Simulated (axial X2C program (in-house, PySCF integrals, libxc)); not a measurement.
# TeF: properties at the nuclei

Aim: properties at the nuclei of TeF, with spin–orbit coupling in the Hamiltonian from the start.

The runs use an in-house X2C program for linear molecules on PySCF integrals; two-component X2C with atomic mean-field terms, Te dyall-acv3z, F dyall-av3z.

All values are calculated.

## 1. Set-up

task.json reads:

```json
{"zs": [52, 9], "q": 0, "bas": ["dyall-acv3z", "dyall-av3z"], "r0": 2.0, "levels": ["PBE0", "HF", "B3LYP"], "nst": 1, "ff": 1, "thr": -3.5, "nmax": 130, "opt": {"ecut": 60}}
```

Keys: zs atomic numbers; q charge; bas basis sets; r0 starting distance in Å; levels methods (HF also brings MP2); nst determinants followed; ff finite-field run; thr threshold in hartree for freezing inner shells (an s shell follows its p shell); nmax most natural virtual spinors; ecut virtual cutoff in hartree.

Run with:

```
$ python soeom.py task.json out
```

Nuclei are Gaussian, cores are contracted, and the Gaunt term is on.

## 2. Expectation values, lowest determinant

R = 1.916 Å. State: Ω = 3/2 (excess of +ω over −ω: ω = 3/2).

Output of the PBE0 run:

```text
two-component X2C + atomic mean field  PBE0
basis functions 194  fitting functions 973  grid points 5080
iter        total energy     max residual
   1      -6890.491462197     1.66e-05
   2      -6890.491462220     9.79e-06
   3      -6890.491462225     6.62e-06
   4      -6890.491462228     4.35e-06
   5      -6890.491462229     9.39e-07
converged
one-electron -9709.62835884  Coulomb 2881.54230488  exact exchange -46.18543952  xc functional -141.42477365  nuclear repulsion 129.25622897  atomic mean-field constant -4.05142407
```

The highest occupied spinor is 86% Te p, 9% F p, 2% F d.

```
level  Eeff magnitude (GV/cm)  Ws magnitude Te (kHz)  A∥/gI Te (MHz)  qzz Te (a.u.)  A∥/gI F (MHz)  qzz F (a.u.)  μ (D)
 PBE0                    1.99                  0.832             599          12.12           31.9          2.14  -2.10
   HF                    6.65                   2.69             677          12.73           28.5          2.05  -2.53
B3LYP                    1.53                  0.655             621          12.28           33.2          2.11  -2.13
```

Eeff is the effective electric field on the electron dipole moment in this Ω state and Ws the scalar–pseudoscalar constant (defined with the proton number Z and per Ω); A∥ is the parallel hyperfine constant, which follows by multiplying with the nuclear g factor gI = μI/(I μN); qzz is the electric field gradient, eQq0 = 234.96 MHz × Q/barn × qzz; μ is positive if F is the positive end. The operators were transformed with the bare-nucleus X2C matrices.

## 3. Finite-field coupled cluster

Output:

```text
two-component X2C + atomic mean field  HF
basis functions 194  fitting functions 973  grid points 5080
iter        total energy     max residual
   1      -6887.623007138     2.11e-01
   2      -6887.649668338     6.23e-03
   3      -6887.650647352     4.37e-03
   4      -6887.650941015     1.30e-03
   5      -6887.651020478     6.24e-04
   6      -6887.651055534     4.98e-04
   7      -6887.651079508     4.65e-04
   8      -6887.651106457     4.07e-04
   9      -6887.651129537     3.11e-04
  10      -6887.651145954     1.72e-04
  11      -6887.651150460     8.19e-05
  12      -6887.651151417     3.21e-05
  13      -6887.651151570     1.26e-05
  14      -6887.651151608     5.59e-06
  15      -6887.651151611     2.15e-06
  16      -6887.651151612     1.27e-06
converged
one-electron -9708.35538843  Coulomb 2880.35236041  exact exchange -184.85292849  xc functional 0.00000000  nuclear repulsion 129.25622897  atomic mean-field constant -4.05142407
correlated 23  virtual 293  natural virtual 129  E(MP2) -0.890658859  MP2 remainder -0.060377433
iter   CCSD correlation   residual
   1     -0.772948472   1.50e-01
   2     -0.789770483   6.26e-02
   3     -0.793620815   2.12e-02
   4     -0.793486644   9.18e-03
   5     -0.793514136   4.37e-03
   6     -0.793583339   2.35e-03
   7     -0.793596399   1.31e-03
   8     -0.793595276   6.10e-04
   9     -0.793603535   3.02e-04
  10     -0.793598499   1.44e-04
  11     -0.793597727   6.47e-05
  12     -0.793597777   3.16e-05
  13     -0.793597370   1.70e-05
  14     -0.793597522   9.05e-06
  15     -0.793597501   4.95e-06
  16     -0.793597460   2.53e-06
  17     -0.793597460   1.37e-06
(T) -0.022021300  T1 0.0208  D1 0.0580  max T2 0.070
```

T1 in the output is the amplitude norm over the root of the electron number; divide by √2 for the Lee–Taylor value.

23 electrons correlated in 129 natural virtual spinors, MP2 remainder added; T1 = 0.015.

```
  level  Eeff magnitude (GV/cm)  Ws magnitude Te (kHz)  A∥/gI Te (MHz)  qzz Te (a.u.)  A∥/gI F (MHz)  μ (D)
     HF                    6.65                   2.69             677          12.73           28.5  -2.53
    MP2                    1.18                  0.427             511          12.45           18.6  -2.23
   CCSD                    1.27                  0.549             608          12.23           25.3  -2.27
CCSD(T)                   0.874                  0.395             602          12.00           26.5  -2.18
```

## 4. Summary of results

| quantity | value |
| --- | --- |
| lowest determinant | Ω = 3/2 (excess of +ω over −ω: ω = 3/2) |
| Eeff magnitude (GV/cm), PBE0 | 1.99 |
| Ws magnitude Te (kHz), PBE0 | 0.832 |
| A∥/gI Te (MHz), PBE0 | 599 |
| qzz Te (a.u.), PBE0 | 12.12 |
| Eeff magnitude (GV/cm), CCSD(T) | 0.874 |
| Ws magnitude Te (kHz), CCSD(T) | 0.395 |
| A∥/gI Te (MHz), CCSD(T) | 602 |
| qzz Te (a.u.), CCSD(T) | 12.00 |

**Reading.** In the first state, the effective field runs from 1.53 to 6.65 GV/cm over the mean-field levels, so the levels don't agree on it. The expectation values come from single determinants, which for open shells can mix terms of unlike spin or miss the lowest Ω, so a determinant need not be a state. Eeff is the effective electric field on the electron dipole moment in this Ω state and Ws the scalar–pseudoscalar constant (defined with the proton number Z and per Ω); A∥ is the parallel hyperfine constant, which follows by multiplying with the nuclear g factor gI = μI/(I μN); qzz is the electric field gradient, eQq0 = 234.96 MHz × Q/barn × qzz; μ is positive if F is the positive end. The operators were transformed with the bare-nucleus X2C matrices. Correlation of the inner shells is missing, which matters for properties at the nucleus.
